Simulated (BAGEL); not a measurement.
# B2NH2OF (SMILES OB1NB1F), step by step

Aim: the energy (HF/def2-SVP), then the energy (NEVPT2(2,2)/def2-SVP), then the energy (CASPT2(2,2)/def2-SVP) of B2NH2OF. 

The results are computed with BAGEL 1.2.2.

1 further run of the same task is left out (set aside as unsound or not needed).

## (1) The structure to begin with

The species is B2NH2OF (7 atoms), meant as a singlet with charge 0. As SMILES, `OB1NB1F`. The shape is that of a PBE0-D4/def2-TZVP optimisation. This is one conformer, not always the lowest.

Bond lengths: O1–B2 1.347 Å, B2–N3 1.423 Å, B2–B4 1.598 Å, N3–B4 1.403 Å, B4–F5 1.317 Å, O1–H6 0.959 Å, N3–H7 1.012 Å. Angles: O1–B2–N3 134.0°, O1–B2–B4 171.0°, N3–B2–B4 55.0°, B2–N3–B4 68.8°, B2–B4–N3 56.2°, B2–B4–F5 168.4°, N3–B4–F5 135.4°, B2–O1–H6 112.9°, B2–N3–H7 144.6°, B4–N3–H7 146.6°.

## (2) The energy at HF/def2-SVP (density fitting with svp-jkfit) (run 1)

job.json

```json
{ "bagel": [

{
  "title": "molecule",
  "basis": "svp",
  "df_basis": "svp-jkfit",
  "geometry": [
    { "atom": "O", "xyz": [ -2.41263224,  0.33338359,  2.47194129 ] },
    { "atom": "B", "xyz": [ -0.71622510,  0.28387277,  0.57484524 ] },
    { "atom": "N", "xyz": [  1.19466596, -1.45165170, -0.17915549 ] },
    { "atom": "B", "xyz": [  1.10925034,  0.64197587, -1.80299714 ] },
    { "atom": "F", "xyz": [  2.36213876,  1.36838659, -3.82727177 ] },
    { "atom": "H", "xyz": [ -3.45708387,  1.81455093,  2.44416232 ] },
    { "atom": "H", "xyz": [  2.03561298, -3.11880400,  0.23224734 ] }
  ]
},
{
  "title": "hf"
},
{
  "title": "print",
  "file": "orbitals.molden",
  "orbitals": true
}

]}
```

Command:

```sh
$ BAGEL_NUM_THREADS=1 BAGEL job.json > job.out
```

The log of the run:

```text
* using 1 threads per process

  ===============================================================
  ===============================================================

  *** Geometry ***

  { "atom" : "O", "xyz" : [     -2.412632,      0.333384,      2.471941 ] },
  { "atom" : "B", "xyz" : [     -0.716225,      0.283873,      0.574845 ] },
  { "atom" : "N", "xyz" : [      1.194666,     -1.451652,     -0.179155 ] },
  { "atom" : "B", "xyz" : [      1.109250,      0.641976,     -1.802997 ] },
  { "atom" : "F", "xyz" : [      2.362139,      1.368387,     -3.827272 ] },
  { "atom" : "H", "xyz" : [     -3.457084,      1.814551,      2.444162 ] },
  { "atom" : "H", "xyz" : [      2.035613,     -3.118804,      0.232247 ] },

  Number of auxiliary basis functions:      417

  Since a DF basis is specified, we compute 2- and 3-index integrals:
    o Being stored without compression. Storage requirement is 0.021 GB

  Number of basis functions:       80
  Number of electrons      :       36

    * METHOD: MOLECULE                             0.14

  *** RHF ***

  === Nuclear Repulsion ===
   135.2276695450

      * DIIS with orbital gradients will be used.

  === RHF iteration (svp) ===
      0       -278.90170278          0.02406564           0.04
      1       -279.10333237          0.01503728           0.04
      2       -279.18598552          0.00188086           0.04
[... 10 lines of this table left out ...]
     13       -279.18842096          0.00000001           0.04
    * SCF iteration converged.

    * Permanent dipole moment:
           (    0.244721,     0.119147,    -0.375573) a.u.

    * METHOD: HF                                   0.67

    * METHOD: PRINT                                0.01

  ===============================================================
```

It took 0.94 s on 1 thread of Arm Neoverse V2, shared host; peak memory 0.15 GiB.

## (3) The energy at NEVPT2(2,2)/def2-SVP (density fitting with svp-jkfit) (run 2)

job.json

```json
{ "bagel": [

{
  "title": "molecule",
  "basis": "svp",
  "df_basis": "svp-jkfit",
  "geometry": [
    { "atom": "O", "xyz": [    -2.41263224,     0.33338359,     2.47194129 ] },
    { "atom": "B", "xyz": [    -0.71622510,     0.28387277,     0.57484524 ] },
    { "atom": "N", "xyz": [     1.19466596,    -1.45165170,    -0.17915549 ] },
    { "atom": "B", "xyz": [     1.10925034,     0.64197587,    -1.80299714 ] },
    { "atom": "F", "xyz": [     2.36213876,     1.36838659,    -3.82727177 ] },
    { "atom": "H", "xyz": [    -3.45708387,     1.81455093,     2.44416232 ] },
    { "atom": "H", "xyz": [     2.03561298,    -3.11880400,     0.23224734 ] }
  ]
},

{
  "title": "hf"
},

{
  "title": "casscf",
  "nstate": 1,
  "nact": 2,
  "nclosed": 17,
  "nspin": 0,
  "active": [9, 21],
  "maxiter": 200,
  "natocc": true
},

{
  "title": "nevpt2",
  "nstate": 1,
  "nact": 2,
  "nclosed": 17,
  "nspin": 0,
  "active": [9, 21],
  "maxiter": 200,
  "natocc": true,
  "ncore": 5
},

{
  "title": "print",
  "file": "orbitals.molden",
  "orbitals": true
}

]}
```

Command:

```sh
$ BAGEL_NUM_THREADS=1 BAGEL job.json > job.out
```

The log of the run:

```text
* using 1 threads per process

  ===============================================================
  ===============================================================

  *** Geometry ***

[... 31 lines left out ...]
    * SCF iteration converged.
[... 1 line left out ...]
    * Permanent dipole moment:
[... 27 lines left out ...]
    * Second-order optimization converged. *
[... 9 lines left out ...]
     * ci vector, state   0, <S^2> = 0.0000
[... 3 lines left out ...]
    * METHOD: CASSCF                               2.56

    * freezing 5 orbitals

  === DF-NEVPT2 calculation ===

    * 3-index integral transformation done
    * assembly done

      NEVPT2 correlation energy:   -0.6689249368      0.15

          (+0)     -0.5996870842
          (+0)'    -0.0243466335
          (+1)     -0.0052921027
          (+1)'    -0.0000000000
          (+2)     -0.0002138463
          (-1)     -0.0307741943
          (-1)'     0.0000000000
          (-2)     -0.0086110759

      NEVPT2 total energy:       -279.8738588754

    * METHOD: NEVPT2                               0.24

    * METHOD: PRINT                                0.01

  ===============================================================
```

Run time: 3.9 s. Hardware: 1 thread of Arm Neoverse V2, shared host; peak memory 0.15 GiB.

## (4) A single-point energy at CASPT2(2,2)/def2-SVP (density fitting with svp-jkfit) (run 3)

input.json

```json
{ "bagel": [

{
  "title": "molecule",
  "basis": "svp",
  "df_basis": "svp-jkfit",
  "geometry": [
    { "atom": "O", "xyz": [    -2.41263224,     0.33338359,     2.47194129 ] },
    { "atom": "B", "xyz": [    -0.71622510,     0.28387277,     0.57484524 ] },
    { "atom": "N", "xyz": [     1.19466596,    -1.45165170,    -0.17915549 ] },
    { "atom": "B", "xyz": [     1.10925034,     0.64197587,    -1.80299714 ] },
    { "atom": "F", "xyz": [     2.36213876,     1.36838659,    -3.82727177 ] },
    { "atom": "H", "xyz": [    -3.45708387,     1.81455093,     2.44416232 ] },
    { "atom": "H", "xyz": [     2.03561298,    -3.11880400,     0.23224734 ] }
  ]
},

{ "title": "hf" },

{ "title": "casscf", "nstate": 1, "nact": 2, "nclosed": 17, "active": [9, 21], "maxiter": 200, "natocc": true },

{ "title": "print", "file": "orbitals.molden", "orbitals": true },

{ "title": "smith", "method": "caspt2", "ms": true, "xms": true, "sssr": true, "shift": 0.2, "shift_imag": true, "ncore": 5 }

]}
```

Command:

```sh
$ BAGEL_NUM_THREADS=1 BAGEL input.json > input.out
```

The log of the run:

```text
* using 1 threads per process

  ===============================================================
  ===============================================================

  *** Geometry ***

[... 33 lines left out ...]
    * Permanent dipole moment:
[... 37 lines left out ...]
     * ci vector, state   0, <S^2> = 0.0000
[... 21 lines left out ...]
       #      aibj      arbs      arbi      airj      risj      airs      arst      rist         Etot      error   time
[... 10 lines left out ...]
      ------------------------------------------------------------------------------------------------------------------

    * CASPT2 energy : state  0     -279.8769890288
        w/o shift correction       -279.8744600881
        reference weight              0.8428501244

    * METHOD: SMITH                                0.75

  ===============================================================
```

It took 4.2 s on 1 thread of Arm Neoverse V2, shared host; peak memory 0.2 GiB.

## (5) Outcome

| quantity | value |
| --- | --- |
| run 1, HF/def2-SVP: total energy | -279.18842 Eh |
| run 1, HF/def2-SVP: dipole moment | 1.18 D |
| run 1, HF/def2-SVP: HOMO energy | -10.45 eV |
| run 1, HF/def2-SVP: LUMO energy | 4.25 eV |
| run 1, HF/def2-SVP: HOMO–LUMO gap | 14.70 eV |
| run 2, NEVPT2(2,2)/def2-SVP: total energy | -279.87386 Eh |
| run 3, CASPT2(2,2)/def2-SVP: total energy | -279.87699 Eh |
